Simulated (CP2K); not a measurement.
HfB under changes of volume

One of the cells (12.326 Å³/atom); the others are scaled copies at fixed shape and fractional positions:

```
Hf B
1.0
     3.26683    0.00000    0.00000
     1.63342    2.82916    0.00000
     1.63342    0.94305    2.66736
Hf B
1 1
Direct
  0.50000 0.50000 0.50000
  0.00000 0.00000 0.00000
```

* Program: CP2K 2026.2
* Functional: LDA
* Potentials or basis: GTH_POTENTIALS Hf GTH-PADE-q12, B GTH-PADE-q3; TZVP-MOLOPT-PBE-GTH basis
* Density cutoff: 6123 eV
* k mesh: 10 × 10 × 10
* Occupations: fermi-dirac, width 0.05 eV
* Spin: no spin polarisation

| volume (Å³/atom) | energy over the lowest point (meV/atom) | pressure (GPa) |
| --- | --- | --- |
| 11.587 | 0.00 | -43.3 |
| 11.833 | 71.19 | -47.9 |
| 12.080 | 147.28 | -51.3 |
| 12.326 | 229.00 | -53.8 |
| 12.573 | 312.89 | -55.8 |
| 12.819 | 397.54 | -57.5 |
| 13.066 | ? | ? |

Problem. What does the run at 13.066 Å³/atom give?

Solution. Energy over the lowest point 485.28 meV/atom; pressure -58.1 GPa.

Worked out: A Birch-Murnaghan fit of order 3 (a polynomial in V^(-2/3)) to the other rows has no minimum within the range. It gives 482.92 meV/atom at 13.066 Å³/atom, against the run's 485.28, and -dE/dV = -55.2 GPa, against -58.1.

Energies are extrapolated to zero smearing.

Caveats: the basis of atomic orbitals isn't converged, which shifts pressures, moduli and gaps; the real-space grid breaks the cell's symmetry a little (some runs).
